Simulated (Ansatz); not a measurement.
Task: the spin response to a magnetic field of NbCd₃, space group Pm-3m, with the Ansatz DFT code, driven from Python. Give the script and its output. Settings (first run): RPBE, PAW, the default cutoff (420 eV here), 3×3×3 k-points, cold smearing of 0.1 eV, collinear spin, D3BJATM dispersion.

```
Nb Cd
1.0
     4.21500    0.00000    0.00000
     0.00000    4.21500    0.00000
     0.00000    0.00000    4.21500
Nb Cd
1 3
Direct
  0.00000 0.00000 0.00000
  0.00000 0.50000 0.50000
  0.50000 0.00000 0.50000
  0.50000 0.50000 0.00000
```

Script `nbcd3.py`:
```python
"""Response of the spins of NbCd3 to a Zeeman field."""

import ansatz as az
import numpy as np


def main() -> None:
    lattice = az.Lattice.of(
        (4.215, 0.0, 0.0),
        (0.0, 4.215, 0.0),
        (0.0, 0.0, 4.215),
    )
    sites = [
        ("Nb", (0.0, 0.0, 0.0)),
        ("Cd", (0.0, 0.5, 0.5)),
        ("Cd", (0.5, 0.0, 0.5)),
        ("Cd", (0.5, 0.5, 0.0)),
    ]
    structure = az.Crystal(lattice=lattice)
    for symbol, position in sites:
        structure = structure.atom(symbol, position)

    model = (
        structure.calculation()
        .kpoints(3, center="gamma")
        .occupations("Marzari-Vanderbilt")
        .scf(tolerance=1e-08)
        .functional("rpbe", dispersion="d3bjatm")
        .spin("collinear")
    )
    # the field acts on the spins alone; such large fields lift the response over the noise
    rows = []
    for tesla in [-200, 0, 200]:
        rep = (model.magnetic_field(tesla) if tesla else model).run(threads=1).report
        rows.append((tesla, rep["magnetization_mub"], rep["free_energy_ev"], rep["components"].get("e_zeeman", 0.0)))
    lines = [",".join(["B (T)", "moment muB", "F eV", "Zeeman term eV"])] + [",".join(f"{v:.4f}" if isinstance(v, float) else str(v) for v in row) for row in rows]
    print("\n".join(lines))
    with open("zeeman.csv", "w") as handle:
        handle.write("\n".join(lines) + "\n")
    slope = np.polyfit([row[0] for row in rows], [row[1] for row in rows], 1)[0]
    print(f"dM/dB = {1000 * slope:.4f} muB per 1000 T per cell")


if __name__ == "__main__":
    main()
```

```console
$ python nbcd3.py
DeckWarning: basis.ecutwfc = 420 eV, auto-derived from the records' recommended cutoffs: set by Nb (normal level)
RunWarning: this spin-polarised run has no starting moment large enough to seed its density, so its SCF can try parallel moments of its own, which can die out, and starts no order whose moments cancel. Behind that start scf.lower_state_search: light tries no [...]
B (T),moment muB,F eV,Zeeman term eV
-200,-0.4666,-29358.0165,-0.0054
0,0.4434,-29358.0112,0.0000
200,0.4666,-29358.0165,-0.0054
dM/dB = 2.3331 muB per 1000 T per cell
```
(Warnings from the package without file and line, shortened.)

Notes:
- These settings explore the input space; cutoff and mesh may be short of convergence.
- Dispersion corrections can be off by several per cent in the lattices of metals, and by several GPa in the pressure at a fixed cell.
- For a metal this mesh is far too coarse, so the numbers only illustrate the procedure.
- The starting cell is as deposited in a crystallographic database; the results hold for this polymorph, which needn't be the stable one.
- Orbital magnetism is left out. The response of a metal hangs strongly on mesh and smearing, and a straight-line fit holds only where the moment is linear in the field.
- Wall time of the script: 8.5 s on 1 thread of Arm Neoverse V2 (shared host), peak memory 0.37 GiB.
